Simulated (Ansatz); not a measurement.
# ZnS (Wurtzite-4H): a point defect seen from the nuclei (Sb on a Zn site), part 1 of 2

How do the nuclei near a point defect see it? The defect is Sb on a Zn site in ZnS (Wurtzite-4H) (cell charge 0), first unrelaxed. The cell is a supercell built from a structure deposited in the COD. Planned: a single point, then a relaxation.

Program: Ansatz 0.2.0. Level of theory: DFT, PBE, plane-wave PAW, default files, scalar-relativistic. These are calculated values, not measurements.

### 1 The structure to begin with

The structure is trigonal, space group P3m1 (No. 156). Conventional cell: a = 7.645 Å, b = 7.645 Å, c = 12.520 Å, α = 90.00°, β = 90.00°, γ = 120.00°. Zn (site symmetry m) is surrounded by 4 S at 2.34 to 2.35 Å. Zn (site symmetry 3m) has 4 S at 2.34 to 2.35 Å as nearest neighbours. Sb (site symmetry 3m) is surrounded by 4 S at 2.34 to 2.35 Å. Only part of the 16 independent sites is listed.

As a file:

```
Zn Sb S
1.0
     7.64540    0.00000    0.00000
    -3.82270    6.62111    0.00000
     0.00000    0.00000   12.52000
Zn Sb S
15 1 16
Direct
  0.00000 0.00000 0.00000
  0.00000 0.50000 0.00000
  0.50000 0.00000 0.00000
  0.50000 0.50000 0.00000
  0.00000 0.00000 0.50000
  0.00000 0.50000 0.50000
  0.50000 0.00000 0.50000
  0.50000 0.50000 0.50000
  0.16667 0.83333 0.25000
  0.66667 0.33333 0.25000
  0.66667 0.83333 0.25000
  0.33333 0.16667 0.75000
  0.33333 0.66667 0.75000
  0.83333 0.16667 0.75000
  0.83333 0.66667 0.75000
  0.16667 0.33333 0.25000
  0.00000 0.00000 0.18750
  0.00000 0.50000 0.18750
  0.50000 0.00000 0.18750
  0.50000 0.50000 0.18750
  0.00000 0.00000 0.68750
  0.00000 0.50000 0.68750
  0.50000 0.00000 0.68750
  0.50000 0.50000 0.68750
  0.16667 0.33333 0.43750
  0.16667 0.83333 0.43750
  0.66667 0.33333 0.43750
  0.66667 0.83333 0.43750
  0.33333 0.16667 0.93750
  0.33333 0.66667 0.93750
  0.83333 0.16667 0.93750
  0.83333 0.66667 0.93750
```

Atom 9 of the input is the impurity.

### 2 First run, atoms as given

Contents of input.yaml:

```yaml
crystal:
  lattice:
    - [7.6454, 0.0, 0.0]
    - [-3.8227, 6.621110622, 0.0]
    - [0.0, 0.0, 12.52]
  atoms:
    - { symbol: Zn, position: [0.0, 0.0, 0.0] }
    - { symbol: Zn, position: [0.0, 0.5, 0.0] }
    - { symbol: Zn, position: [0.5, 0.0, 0.0] }
    - { symbol: Zn, position: [0.5, 0.5, 0.0] }
    - { symbol: Zn, position: [0.0, 0.0, 0.5] }
    - { symbol: Zn, position: [0.0, 0.5, 0.5] }
    - { symbol: Zn, position: [0.5, 0.0, 0.5] }
    - { symbol: Zn, position: [0.5, 0.5, 0.5] }
    - { symbol: Sb, position: [0.1666666666, 0.3333333334, 0.25], spin: 1.0 }
    - { symbol: Zn, position: [0.1666666666, 0.8333333334, 0.25] }
    - { symbol: Zn, position: [0.6666666666, 0.3333333334, 0.25] }
    - { symbol: Zn, position: [0.6666666666, 0.8333333334, 0.25] }
    - { symbol: Zn, position: [0.3333333334, 0.1666666666, 0.75] }
    - { symbol: Zn, position: [0.3333333334, 0.6666666666, 0.75] }
    - { symbol: Zn, position: [0.8333333334, 0.1666666666, 0.75] }
    - { symbol: Zn, position: [0.8333333334, 0.6666666666, 0.75] }
    - { symbol: S, position: [0.0, 0.0, 0.1875] }
    - { symbol: S, position: [0.0, 0.5, 0.1875] }
    - { symbol: S, position: [0.5, 0.0, 0.1875] }
    - { symbol: S, position: [0.5, 0.5, 0.1875] }
    - { symbol: S, position: [0.0, 0.0, 0.6875] }
    - { symbol: S, position: [0.0, 0.5, 0.6875] }
    - { symbol: S, position: [0.5, 0.0, 0.6875] }
    - { symbol: S, position: [0.5, 0.5, 0.6875] }
    - { symbol: S, position: [0.1666666666, 0.3333333334, 0.4375] }
    - { symbol: S, position: [0.1666666666, 0.8333333334, 0.4375] }
    - { symbol: S, position: [0.6666666666, 0.3333333334, 0.4375] }
    - { symbol: S, position: [0.6666666666, 0.8333333334, 0.4375] }
    - { symbol: S, position: [0.3333333334, 0.1666666666, 0.9375] }
    - { symbol: S, position: [0.3333333334, 0.6666666666, 0.9375] }
    - { symbol: S, position: [0.8333333334, 0.1666666666, 0.9375] }
    - { symbol: S, position: [0.8333333334, 0.6666666666, 0.9375] }
magnetization:
  spin_polarized: true
kpoints:
  mp_grid: { grid: [3, 3, 2] }
scf:
  occupations: { method: fermi_dirac, width: 0.01 }
hamiltonian:
  xc: pbe
  pseudopotentials: { kind: paw }
output:
  forces: true
  stress: true
  populations: true
  efg:
    quadrupole_moments_barn: { Zn: 0.122, Sb: -0.543, S: -0.0694 }
    contact_densities: true
  write_density: true
  write_potential: true
  elf: true
  volumetric_format: npy
```

Started as:

```
$ ansatz run input.yaml --threads 4 --pin off --max-ram 8192MiB --backend cpu --events-out ev --progress --plain --runs-dir out
```

Log:

```text
Warning: RAYON_NUM_THREADS=4 ignored (pool sized by the plan → 4); use --threads N
Sb: output.efg is read without spin–orbit coupling, which moves field gradients at and beside such atoms by some per cent and up to a factor of two; PAW files take it under magnetization.noncollinear and magnetization.spin_orbit
Engine: ansatz 0.2.0, aarch64-unknown-linux-gnu
Pseudopotentials: kind: paw
Pseudopotential: Zn, paw, valence charge 12, recommended cutoff 420 eV (normal), Zn.paw.azcp
Pseudopotential: Sb, paw, valence charge 15, recommended cutoff 420 eV (normal), Sb.paw.azcp
Pseudopotential: S, paw, valence charge 6, recommended cutoff 420 eV (normal), S.paw.azcp
Functional definition: PBE
  parameter kappa = 0.804
  parameter beta = 0.06672455060314922
  exchange = pbe_x(kappa = kappa, mu = beta*pi^2/3)
  correlation = pbe_c(beta = beta)
Crystal: 32 atoms, lattice volume = 633.775 Å³
Basis set: ecut = 420 eV, 12419 PW (Γ), exchange–correlation on 108×108×180 points (8 copies of the dense FFT grid, shifted against one another)
Bands: 178, of which v1, the nominal top of the filled ones, is band 146 counted from 1 (145 counted from 0)
Symmetry: 6 space group operations
Space group: P3m1 (ITA 156), of the structure as read, at distance tolerance 8.6e-5 Å
Magnetic group: BNS 156.49 (UNI 1279), of the structure as read, at distance tolerance 8.6e-5 Å
k-points: 6 of 18 (time reversal used)
Non-local potential: Zn, projectors of the file, l = 0: 2, l = 1: 2, l = 2: 3, l = 3: 1
Non-local potential: Sb, projectors of the file, l = 0: 2, l = 1: 2, l = 2: 2, l = 3: 2
Non-local potential: S, projectors of the file, l = 0: 2, l = 1: 2, l = 2: 2
PAW form: soft (Blöchl's): semilocal exchange-correlation on the pseudo side does not see the compensation charge
PAW one-centre angular grid: Zn, 590 points (default); XC on 64 Gauss nodes
PAW one-centre angular grid: Sb, 590 points (default); XC on 64 Gauss nodes
PAW one-centre angular grid: S, 110 points (default); XC on 64 Gauss nodes
Initial density: superposition of atomic densities (chi_scale 0.1, normalization cell, long waves kept (reshape's long-wave potential 0.33 eV rms))
Starting moments: Σ|m| = 1 μB on 1 of 32 sites
Initial wavefunctions: pseudopotential atomic-orbital guess
Functional: x = pbe(κ = 0.804, μ = 0.2195149727645171), c = pbe(β = 0.06672455060314922)
SCF iter   1: F=—  HF=-70725.459987 eV  |F-HF|=—  |Δ(HF+E_count)|=         —  Δρ=2.42e-2 (↑2.42e-2 ↓2.24e-2)  dr2=1.31e1  dr2_m=7.63e-1  M=0.053 μB ∫|m|=0.110 μB  β_m=0.30  ethr=3.10e-3  ⟨swp⟩=6.0  Hψ=8957  notcnv=0  defer=115
preconditioner: auto → Resta (q_TF=auto, 2.396 Å⁻¹)  ε∞=6.1  [insulator: Δε(μ)=0.040 eV  Ē_g=11.000 eV  σ=0.010 eV  W_gap=0.70  n_scr=134 (ndim 8)  ℏωp=24.7 eV  f_vac=0.003  D(μ)=9.74/eV (n_scr^D=42)  ε∞_Penn≈6.1]
spin=Collinear: Resta preconditioning applied to the charge; magnetization (m = ρ↑ − ρ↓) channel mixes plain (no charge-response kernel on spin).
SCF iter   2: F=—  HF=-70723.677648 eV  |F-HF|=—  |Δ(HF+E_count)|=    1.78e0  Δρ=1.52e-2 (↑1.52e-2 ↓1.41e-2)  dr2=4.84e0  dr2_m=3.78e-1  M=0.167 μB ∫|m|=0.173 μB  β_m=0.30  ethr=3.10e-3  ⟨swp⟩=2.1  Hψ=2556  notcnv=0  defer=260
SCF iter   3: F=—  HF=-70722.732911 eV  |F-HF|=—  |Δ(HF+E_count)|=   9.45e-1  Δρ=7.22e-3 (↑7.09e-3 ↓7.22e-3)  dr2=4.48e-1  dr2_m=1.83e-1  M=0.253 μB ∫|m|=0.256 μB  β_m=0.30  ethr=1.66e-3  ⟨swp⟩=3.4  Hψ=2764  notcnv=0  defer=268
[... 4 lines left out ...]
spin-set hold released at iteration 6 (site moments contracting): the magnetisation degrees of freedom join the quasi-Newton model from the next iteration; the mixer history was flushed
[... 5 lines left out ...]
SCF iter  12: F=—  HF=-70722.771056 eV  |F-HF|=—  |Δ(HF+E_count)|=   2.89e-6  Δρ=4.09e-6 (↑3.99e-6 ↓4.09e-6)  dr2=6.03e-7  dr2_m=3.22e-9  M=0.300 μB ∫|m|=0.308 μB  β_m=0.86  ethr=6.40e-10  ⟨swp⟩=2.3  Hψ=3606  notcnv=0  defer=298
[... 57 lines left out ...]
  atom  14  Zn V_zz =    +0.209642   η = 0.3193   by run symmetry: allowed   C_q = +0.6184 MHz
            electrostatic potential = -3941.973985 V   contact ρ = 166603.931264 e/Å³   contact ρ_s (e/Å³): all electrons +0.029731, valence +0.029608
  atom  15  Zn V_zz =    +0.209642   η = 0.3193   by run symmetry: allowed   C_q = +0.6184 MHz
            electrostatic potential = -3941.973985 V   contact ρ = 166603.931264 e/Å³   contact ρ_s (e/Å³): all electrons +0.029731, valence +0.029608
  atom  16  Zn V_zz =    +0.050661   η = 0.0000   by run symmetry: allowed   C_q = +0.1494 MHz
            electrostatic potential = -3942.040654 V   contact ρ = 166604.678966 e/Å³   contact ρ_s (e/Å³): all electrons +0.454339, valence +0.452463
  atom  17  S  V_zz =    +1.334672   η = 0.2567   by run symmetry: allowed   C_q = -2.2397 MHz
            electrostatic potential = -1633.333623 V   contact ρ = 19769.511208 e/Å³   contact ρ_s (e/Å³): all electrons +0.324659, valence +0.321528
  atom  18  S  V_zz =    +1.334672   η = 0.2567   by run symmetry: allowed   C_q = -2.2397 MHz
            electrostatic potential = -1633.333623 V   contact ρ = 19769.511208 e/Å³   contact ρ_s (e/Å³): all electrons +0.324659, valence +0.321528
  atom  19  S  V_zz =    -0.388199   η = 0.0000   by run symmetry: allowed   C_q = +0.6514 MHz
            electrostatic potential = -1633.260095 V   contact ρ = 19765.347820 e/Å³   contact ρ_s (e/Å³): all electrons +0.004741, valence +0.004963
  atom  20  S  V_zz =    +1.334672   η = 0.2567   by run symmetry: allowed   C_q = -2.2397 MHz
            electrostatic potential = -1633.333623 V   contact ρ = 19769.511208 e/Å³   contact ρ_s (e/Å³): all electrons +0.324659, valence +0.321528
  atom  21  S  V_zz =    +0.375690   η = 0.3866   by run symmetry: allowed   C_q = -0.6304 MHz
            electrostatic potential = -1633.448900 V   contact ρ = 19765.519462 e/Å³   contact ρ_s (e/Å³): all electrons +0.104555, valence +0.103534
  atom  22  S  V_zz =    +0.375690   η = 0.3866   by run symmetry: allowed   C_q = -0.6304 MHz
            electrostatic potential = -1633.448900 V   contact ρ = 19765.519462 e/Å³   contact ρ_s (e/Å³): all electrons +0.104555, valence +0.103534
  atom  23  S  V_zz =    +0.349527   η = 0.0000   by run symmetry: allowed   C_q = -0.5865 MHz
            electrostatic potential = -1633.418434 V   contact ρ = 19765.357571 e/Å³   contact ρ_s (e/Å³): all electrons +0.004052, valence +0.004072
  atom  24  S  V_zz =    +0.375690   η = 0.3866   by run symmetry: allowed   C_q = -0.6304 MHz
            electrostatic potential = -1633.448900 V   contact ρ = 19765.519462 e/Å³   contact ρ_s (e/Å³): all electrons +0.104555, valence +0.103534
  atom  25  S  V_zz =    +0.918697   η = 0.0000   by run symmetry: allowed   C_q = -1.5417 MHz
            electrostatic potential = -1633.392932 V   contact ρ = 19769.136760 e/Å³   contact ρ_s (e/Å³): all electrons +1.111561, valence +1.099489
  atom  26  S  V_zz =    -0.461947   η = 0.3851   by run symmetry: allowed   C_q = +0.7752 MHz
            electrostatic potential = -1633.326732 V   contact ρ = 19765.472083 e/Å³   contact ρ_s (e/Å³): all electrons +0.031341, valence +0.031178
  atom  27  S  V_zz =    -0.461947   η = 0.3851   by run symmetry: allowed   C_q = +0.7752 MHz
            electrostatic potential = -1633.326732 V   contact ρ = 19765.472082 e/Å³   contact ρ_s (e/Å³): all electrons +0.031341, valence +0.031178
  atom  28  S  V_zz =    -0.461947   η = 0.3851   by run symmetry: allowed   C_q = +0.7752 MHz
            electrostatic potential = -1633.326732 V   contact ρ = 19765.472083 e/Å³   contact ρ_s (e/Å³): all electrons +0.031341, valence +0.031178
  atom  29  S  V_zz =    +0.313131   η = 0.1601   by run symmetry: allowed   C_q = -0.5255 MHz
            electrostatic potential = -1633.379728 V   contact ρ = 19765.356302 e/Å³   contact ρ_s (e/Å³): all electrons +0.001214, valence +0.001302
  atom  30  S  V_zz =    +0.313131   η = 0.1601   by run symmetry: allowed   C_q = -0.5255 MHz
            electrostatic potential = -1633.379728 V   contact ρ = 19765.356302 e/Å³   contact ρ_s (e/Å³): all electrons +0.001214, valence +0.001302
  atom  31  S  V_zz =    +0.313131   η = 0.1601   by run symmetry: allowed   C_q = -0.5255 MHz
            electrostatic potential = -1633.379728 V   contact ρ = 19765.356302 e/Å³   contact ρ_s (e/Å³): all electrons +0.001214, valence +0.001302
  atom  32  S  V_zz =    +0.174868   η = 0.0000   by run symmetry: allowed   C_q = -0.2934 MHz
            electrostatic potential = -1633.466440 V   contact ρ = 19765.793606 e/Å³   contact ρ_s (e/Å³): all electrons +0.098679, valence +0.098566
--- Band table (eV; the first three rows and the last of 12) ---
[... 4 lines left out ...]
--- Löwdin populations: 32 sites ---
  site symbol       q [e]    m [muB]
[... 32 lines left out ...]
  spilling = 0.011396 (of n_electrons = 291.000000)
```

It took 74 s on 4 threads of Arm Neoverse V2, shared host; peak memory 2.8 GiB.

The run ends with no gap over 0.1 eV on the mesh, largest force 3.832 eV/Å, pressure 5.4 GPa, net moment 0.30 μB.

The printed gradients, by site: 11 of 16, those nearest the defect, the farthest of each element and the two largest gradients.

```tsv
site	atoms	distance from the defect (Å)	V_zz (10²¹ V/m²)	η	C_Q (MHz)
Sb	9	0.00	2.20	0.00	-28.8 (¹²¹Sb)
S17	17, 18, 20	2.34	1.33	0.26	-2.24 (³³S)
S25	25	2.35	0.92	0.00	-1.54 (³³S)
Zn10	10, 11, 12	3.82	1.20	0.45	3.54 (⁶⁷Zn)
Zn1	1, 2, 4	3.83	1.23	0.32	3.63 (⁶⁷Zn)
Zn5	5, 6, 8	3.83	0.81	0.47	2.38 (⁶⁷Zn)
S19	19	4.48	-0.39	0.00	0.651 (³³S)
S26	26, 27, 28	4.49	-0.46	0.39	0.775 (³³S)
S29	29, 30, 31	4.49	0.31	0.16	-0.525 (³³S)
S23	23	7.03	0.35	0.00	-0.587 (³³S)
Zn16	16	7.66	0.051	0.00	0.149 (⁶⁷Zn)
```

C_Q = eQV_zz/h, which is 24.18 MHz for Q = 1 b and V_zz = 10²¹ V/m²; η = (V_xx − V_yy)/V_zz. Q values from Pyykkö, Mol. Phys. 116, 1328 (2018).

Direction of the V_zz axis (Cartesian unit vector):

```tsv
site	atom	x	y	z
Zn1	1	0.00	0.04	1.00
Zn3	3	0.00	0.00	1.00
Zn5	5	0.00	0.92	-0.40
Sb	9	0.00	0.00	1.00
Zn10	10	-0.50	0.87	0.00
Zn13	13	-0.07	0.04	1.00
Zn16	16	0.00	0.00	1.00
S17	17	0.00	0.99	0.11
S19	19	0.00	0.00	1.00
S21	21	0.00	0.00	1.00
```

Density in a lattice plane of the grid's cell (edges 7.65 and 12.52 Å, at 0.333 of the third edge), which holds Sb and Zn and S.

Ten even steps from ' ' (0.01 e/Å³) to '@' (29.01 e/Å³):
```
                            
                            
                            
                            
                            
                            
                            
                            
                            
                            
                            
                            
                            
                            
    **--          @@--      
                            
                            
                            
                            
                            
```
Columns run along the first of these edges and rows up along the second, over one cell in 14 and 20 even steps from the bottom left corner. Atoms in the plane (fractional): Sb at (0.17, 0.25), Zn at (0.67, 0.25), S at (0.17, 0.44), S at (0.67, 0.44).

ELF in the same plane.

Ten even steps from ' ' (0.00) to '@' (0.85):
```
**::    --##%%**::    --##%%
++..    ::##%%++..    ::##%%
..        ::--..        ::--
..        ......        ....
--..    ::------..    ::----
**::    --##%%**::    --##%%
++..    ::##%%++..    ::##%%
..        ::--..        ::--
..::====::......::====::....
--%%@@@@##::..--@@@@@@##::..
**@@..++@@--..**@@..++@@==..
++@@##%%@@--..++@@##%%@@--  
..==****--    ..**%%##++    
--==::--==::....::..........
==--    ==--++--..    ::==++
++==::--==**%%**::....::##%%
==--====::++##++::....::**##
..        ::::..        ::::
..        ......        ....
--..    ::------..    ::----
```
Columns run along the first of these edges and rows up along the second, over one cell in 14 and 20 even steps from the bottom left corner. Atoms in the plane (fractional): Sb at (0.17, 0.25), Zn at (0.67, 0.25), S at (0.17, 0.44), S at (0.67, 0.44).

Both are smooth fields of the valence electrons: close to the nuclei they are not physical.

Outside the cores ELF peaks at 0.90 on the S–Zn line, 0.8 Å from S; 0.89 in the shell around S, 0.7 Å from S; 0.46 beside Sb, off the lines to its neighbours, 1.3 Å from Sb.

(Continued in part 2 of 2.)
